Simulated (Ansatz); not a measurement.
# CHGe2 (doublet): from Hartree-Fock to the top rungs at a displaced geometry (v2), cc-pVDZ

One table from this session's results is given with a row withheld; the runs are named, their logs left out.

The runs use Ansatz 0.2.0, Gaussian basis; cc-pVDZ, core rule «outside noble gas», up to 29 orbitals frozen.

The runs, in order: UHF; CCSD(T) on ROHF; CCSD(T) on UHF; BCCD(T) on ROHF; CISD as a restricted active space (open shells left free, so some higher excitations enter); CCSDT(Q) on ROHF; CCSDT(Q) on UHF; CASSCF and MRCISD+Q, 9 electrons in 9 orbitals; CASSCF and NEVPT2, 9 electrons in 9 orbitals.

20 further runs of the same task are left out: 7 that didn't finish, 13 set aside as unsound or not needed. Runs told in other sessions of the task aren't counted.

## The geometry

The geometry is a PBE0/def2-TZVP stationary point (not a proven minimum) with its atoms shifted at random (size 0.100 Å). No spin-orbit coupling is included. The filled d shell of Ge may be among the frozen orbitals whatever the setting's name suggests.

4 atoms, charge 0, spin multiplicity 2.

Atoms are counted from 1 here; the program's logs count them from 0.

Bond lengths: C1–Ge2 1.883 Å, C1–Ge3 1.844 Å, C1–H4 1.166 Å, Ge2–Ge3 2.641 Å. Angles: Ge2–C1–Ge3 90.2°, Ge2–C1–H4 133.6°, Ge3–C1–H4 135.5°, C1–Ge2–Ge3 44.3°, C1–Ge3–Ge2 45.5°.

Set-up of the first run:

in.yaml reads:

```yaml
crystal:
  periodic: [false, false, false]
  atoms:
    - {symbol: C, position_ang: [0.116188, -1.193873, -0.007024]}
    - {symbol: Ge, position_ang: [-0.048686, 0.131283, 1.320236]}
    - {symbol: Ge, position_ang: [0.027934, 0.098859, -1.319277]}
    - {symbol: H, position_ang: [0.111043, -2.359480, 0.014603]}
basis:
  gaussian: {orbitals: cc-pVDZ}
magnetization: {spin_polarized: true, initial_magnetization: 1}
hamiltonian: {xc: hf}
output: {orbitals: {seedname: orbitals}}
```

Launch:

```bash
ansatz run in.yaml --threads 1 --pin off --events-out ev --progress --plain --max-ram 2393MiB
```

Among the steps run: UHF; CCSD(T) on ROHF; CCSD(T) on UHF; BCCD(T) on ROHF; CISD as a restricted active space (open shells left free, so some higher excitations enter); CCSDT(Q) on ROHF; CCSDT(Q) on UHF; CASSCF and MRCISD+Q, 9 electrons in 9 orbitals; CASSCF and NEVPT2, 9 electrons in 9 orbitals.

One table of the session follows, with a row left open; its other results are not shown here.

| method | from UCCSDT(Q) (meV) |
| --- | --- |
| ROHF | +8850.4 |
| UHF | +8724.5 |
| RMP2 | +1188.5 |
| UMP2 | +1257.0 |
| RCCSD | +515.5 |
| UCCSD | +508.6 |
| RCCSD(T) | +72.4 |
| UCCSD(T) | +74.2 |
| BCCD(T) | ? |
| RCCSDT | +46.9 |
| UCCSDT | +44.2 |
| RCCSDT(Q) | +3.9 |
| UCCSDT(Q) | 0 |
| CASSCF frontier | +6007.1 |
| MRCISD frontier | +754.1 |
| MRCISD+Q frontier | +115.5 |

**Question.** Estimate the row for BCCD(T).

The run gave: from UCCSDT(Q) (meV): +68.4. In the column «from UCCSDT(Q) (meV)» it lies between RCCSDT (+46.9) and RCCSD(T) (+72.4).

Not comparable, so not listed: CISD as a restricted active space (open shells left free, so some higher excitations enter); CASSCF and NEVPT2, 9 electrons in 9 orbitals (they don't share determinant, frozen orbitals or solution with the rows shown, or repeat one).

Caveats from the session: Restricted and unrestricted rows rest on different reference determinants; a gap between their highest levels can come from leftover correlation error, from unlike frozen cores or from another state. Warnings in the runs' records: passed over end.
